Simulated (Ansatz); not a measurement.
# TaHO (singlet): the correlation ladder, def2-SVP

One table from this session's results is given with a row withheld; the runs are named, their logs left out.

The runs use Ansatz 0.2.0, Gaussian basis; def2-SVP, core rule «outside noble gas», up to 5 orbitals frozen.

The runs, in order: UHF; CCSD(T) on RHF; CCSD(T) on UHF; CISD; CCSDT(Q) on RHF; CCSDT(Q) on UHF.

23 further runs of the same task are left out: 3 for a known fault of the program, 7 that didn't finish, 13 set aside as unsound or not needed. Runs told in other sessions of the task aren't counted.

### What is computed

The geometry is a PBE0/def2-TZVP stationary point (not a proven minimum). No spin-orbit coupling is included. Elements past krypton take def2 core potentials.

3 atoms, charge 0, spin multiplicity 1.

Atoms are counted from 1 here; the program's logs count them from 0.

Bond lengths: Ta1–O2 1.802 Å, O2–H3 0.954 Å. Angles: Ta1–O2–H3 180.0°.

Set-up of the first run:

Input file in.yaml:

```yaml
crystal:
  periodic: [false, false, false]
  atoms:
    - {symbol: Ta, position_ang: [0.000000, 0.000000, 1.519200]}
    - {symbol: O, position_ang: [0.000000, 0.000000, -0.282800]}
    - {symbol: H, position_ang: [0.000000, 0.000000, -1.236400]}
basis:
  gaussian: {orbitals: def2-SVP}
magnetization: {spin_polarized: true, initial_magnetization: 0}
hamiltonian: {xc: hf}
output: {orbitals: {seedname: orbitals}}
```

Started as:

```
> ansatz run in.yaml --threads 1 --pin off --events-out ev --progress --plain --max-ram 2393MiB
```

Among the steps run: UHF; CCSD(T) on RHF; CCSD(T) on UHF; CISD; CCSDT(Q) on RHF; CCSDT(Q) on UHF.

One table of the session follows, with a row left open; its other results are not shown here.

```
   method  from RCCSDT(Q) (kcal/mol)
      RHF                    +194.44
      UHF                    +177.58
     RMP2                     +18.92
     UMP2                      +7.43
    RCCSD                      +8.38
    UCCSD                      -5.55
 RCCSD(T)                      +1.53
 UCCSD(T)                     -13.78
   RCCSDT                      +0.74
   UCCSDT                          ?
RCCSDT(Q)                          0
UCCSDT(Q)                     -17.49
```

Estimate the missing values for UCCSDT.

As computed: from RCCSDT(Q) (kcal/mol): -16.63. In the column «from RCCSDT(Q) (kcal/mol)» it lies between UCCSDT(Q) (-17.49) and UCCSD(T) (-13.78).

Not comparable, so not listed: CISD (they don't share determinant, frozen orbitals or solution with the rows shown, or repeat one).

Limits of these values: The determinant of HF (⟨S²⟩ 1.30) is far from a pure spin state, so its energy mixes those of several spin states; that is harmless only where they are near-degenerate. The determinant of CCSD(T) (⟨S²⟩ 1.00) is far from a pure spin state, so its energy mixes those of several spin states; high orders of coupled cluster remove much of that, low ones don't. The determinant of CCSDT(Q) (⟨S²⟩ 1.00) is far from a pure spin state, so its energy mixes those of several spin states; high orders of coupled cluster remove much of that, low ones don't. The program flags UCCSD(T), UCCSDT(Q) as in doubt, so read those rows with care; the flags are large difference, other amplitudes. Warnings: restricted reference is unstable; spin contamination; coupled cluster took another determinant than the lowest; large T1 diagnostic. Restricted and unrestricted rows rest on different reference determinants; a gap between their highest levels can come from leftover correlation error, from unlike frozen cores or from another state.
